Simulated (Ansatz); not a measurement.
# BaSrI4, space group P4/mmm: a relaxation of cell and ions

Program: Ansatz's Python interface.

Interactive session:
```pycon
>>> from pathlib import Path
>>> import ansatz as az
>>> import matplotlib.pyplot as plt
>>> import numpy as np
>>> def edges_and_angles(cell):
...     cell = np.asarray(cell)
...     a, b, c = np.linalg.norm(cell, axis=1)
...     cosines = cell[1] @ cell[2] / (b * c), cell[0] @ cell[2] / (a * c), cell[0] @ cell[1] / (a * b)
...     return (a, b, c, *np.degrees(np.arccos(cosines)))
...
>>> system = (
...     az.Lattice.of((5.807091, 0.0, 0.0), (0.0, 5.807091, 0.0), (0.0, 0.0, 8.251028))
...     .atom("Ba", (0.5, 0.5, 0.0))
...     .atom("Sr", (0.0, 0.0, 0.5))
...     .atom("I", (0.0, 0.5, 0.257945))
...     .atom("I", (0.5, 0.0, 0.257945))
...     .atom("I", (0.0, 0.5, 0.742055))
...     .atom("I", (0.5, 0.0, 0.742055))
... )
>>> system.resolved().sites[-1]
Site(symbol='I', position=(0.5, 0.0, 0.742055), moment=None, axis=None, held=None, saved=None)
>>> # every cell quantity that the symmetry leaves free
>>> calc = (
...     system.calculation()
...     .functional("pbesol")
...     .pseudopotentials("nc")
...     .accuracy("low")
...     .kpoints(2)
...     .occupations("methfessel_paxton", width=0.01)
...     .relax(force_tolerance=0.01, cell=True)
...     .density()
...     .potential()
...     .output_files(volumetric_format=["xsf", "npy"])
... )
>>> steps = []
>>> def collect(event):
...     if event["event"] == "relax_step":
...         steps.append(event["data"])
...
>>> res = calc.session().plan().execute(on_event=collect)
DeckWarning: basis.ecutwfc = 952.398519 eV, auto-derived from the records' recommended cutoffs: set by I (normal level)
>>> data = res.report
>>> {key: value for key, value in data.items() if isinstance(value, (int, float)) and "ev" in key}
{'gap_by_band_count_ev': 2.913266065986395, 'fermi_energy_ev': 5.263399793515246, 'harris_foulkes_ev': -3112.713456720726, 'scf_correction_max_component_ev_ang': 1.643947041310807e-05, 'free_energy_ev': -3112.713456720725, 'internal_energy_ev': -3112.713456720725, 'lagrangian_ev': -3112.713456720725, 'energy_sigma0_ev': -3112.713456720725, 'lagrangian_sigma0_ev': -3112.713456720725, 'lagrangian_above_aufbau_ev': 0.0, 'entropy_ts_ev': 0.0, 'loop_fermi_energy_ev': 5.263399793510028, 'occupations_fermi_energy_ev': 5.263399793515246}
>>> print("step   energy (eV)     max comp. (eV/A)   P (GPa)  SCF")
step   energy (eV)     max comp. (eV/A)   P (GPa)  SCF
>>> for s in steps:
...     print(f"{s['step']:4d} {s['lagrangian_ev']:15.5f} {s['allowed_force_max_ev_ang']:12.4f} {s['pressure_gpa']:10.3f} {s['n_scf']:5d}")
...
   1     -3112.63703       0.0174     -1.314     8
   2     -3112.70696       0.0162     -0.420     6
   3     -3112.71373       0.0156      0.061     6
   4     -3112.71394       0.0048      0.002     5
   5     -3112.71346       0.0048     -0.004     6
>>> first, last = steps[0], steps[-1]
>>> symbols = [site.symbol for site in res.lattice.sites]
>>> print(f"energy gained {first['lagrangian_ev'] - last['lagrangian_ev']:.4f} eV in {len(steps) - 1} steps")
energy gained 0.0764 eV in 4 steps
>>> for label, vectors in (("before", first["cell_ang"]), ("after", res.lattice.cell_ang)):
...     print(label, "a b c (A) {:.4f} {:.4f} {:.4f}  angles {:.2f} {:.2f} {:.2f}".format(*edges_and_angles(vectors)), f" V = {abs(np.linalg.det(vectors)):.3f} A^3")
...
before a b c (A) 5.8071 5.8071 8.2510  angles 90.00 90.00 90.00  V = 278.244 A^3
after a b c (A) 5.6812 5.6812 8.0800  angles 90.00 90.00 90.00  V = 260.788 A^3
>>> print("final stress xx yy zz (GPa, compression positive):", np.round(np.diag(data["stress_gpa"]), 3) + 0.0)
final stress xx yy zz (GPa, compression positive): [-0.003 -0.003 -0.006]
>>> print("relaxed fractional positions")
relaxed fractional positions
>>> for site in res.lattice.sites:
...     print(f"  {site.symbol:2s}", " ".join(f"{v % 1:8.5f}" for v in np.round(site.position_frac, 5)))
...
  Ba  0.50000  0.50000  0.00000
  Sr  0.00000  0.00000  0.50000
  I   0.00000  0.50000  0.25733
  I   0.50000  0.00000  0.25733
  I   0.00000  0.50000  0.74267
  I   0.50000  0.00000  0.74267
>>> fig, (top, bottom) = plt.subplots(2, 1, sharex=True, figsize=(4.5, 4))
>>> top.plot([s["lagrangian_ev"] - last["lagrangian_ev"] for s in steps], "o-")
[<matplotlib.lines.Line2D object at 0x...>]
>>> top.set_ylabel("E - E(final) (eV)")
Text(0, 0.5, 'E - E(final) (eV)')
>>> bottom.semilogy([max(s["allowed_force_max_ev_ang"], 1e-6) for s in steps], "s-")
[<matplotlib.lines.Line2D object at 0x...>]
>>> bottom.set(xlabel="step", ylabel="largest force (eV/A)")
[Text(0.5, 0, 'step'), Text(0, 0.5, 'largest force (eV/A)')]
>>> fig.tight_layout()
>>> fig.savefig("relax.png", dpi=100)
>>> print("%-22s %14.5f eV" % ("F = E - TS", data["free_energy_ev"]))
F = E - TS                -3112.71346 eV
>>> print("%-22s %14.5f eV" % ("E", data["internal_energy_ev"]))
E                         -3112.71346 eV
>>> print("%-22s %14.5f eV" % ("Harris-Foulkes", data["harris_foulkes_ev"]))
Harris-Foulkes            -3112.71346 eV
>>> print("%-22s %14.5f eV" % ("Fermi level", data["fermi_energy_ev"]))
Fermi level                   5.26340 eV
>>> folder = Path(res.write_results("volumes"))
>>> print(sorted(path.name for path in folder.iterdir()))
['fields.json', 'rho.npy', 'rho.xsf', 'rho_z.tsv', 'v_es.npy', 'v_es.xsf', 'v_tot.npy', 'v_tot.xsf', 'v_z.tsv']
>>> head = (folder / "rho.xsf").read_text().split("BEGIN_BLOCK")[0]
>>> print(head)
CRYSTAL
PRIMVEC
    5.681179   -0.000000    0.000000
   -0.000000    5.681179    0.000000
    0.000000    0.000000    8.079989
PRIMCOORD
    6    1
   56    2.840589    2.840589   -0.000000
   38    0.000000   -0.000000    4.039994
   53   -0.000000    2.840589    2.079184
   53    2.840589   -0.000000    2.079184
   53   -0.000000    2.840589    6.000805
   53    2.840589   -0.000000    6.000805
```

Reading the output:
- The settings weren't tested for convergence.
- Semilocal gaps usually lie well under measured ones.
- The zero of the levels is a convention of the potentials, so an absolute Fermi energy is no work function.
- Energies along a relaxation are free energies. Rows at an unchanged volume are solved on a plane-wave basis chosen afresh for that cell, so the energy jumps there and such rows are no steps of the walk.
- In a crystal with a gap the Fermi level's place inside it depends on smearing and mesh.
- The fields are valence quantities on the plane-wave grid; their values near the nuclei depend on the potentials.
- The structure comes from a database of computed cells and needn't be a stable or known phase.
- Levels are Kohn-Sham eigenvalues on this mesh, without spin-orbit coupling.
- Warnings are shown shortened and without file and line.
- Timing: 54 s on 1 thread of Arm Neoverse V1, on a shared host, peak memory 0.78 GiB.
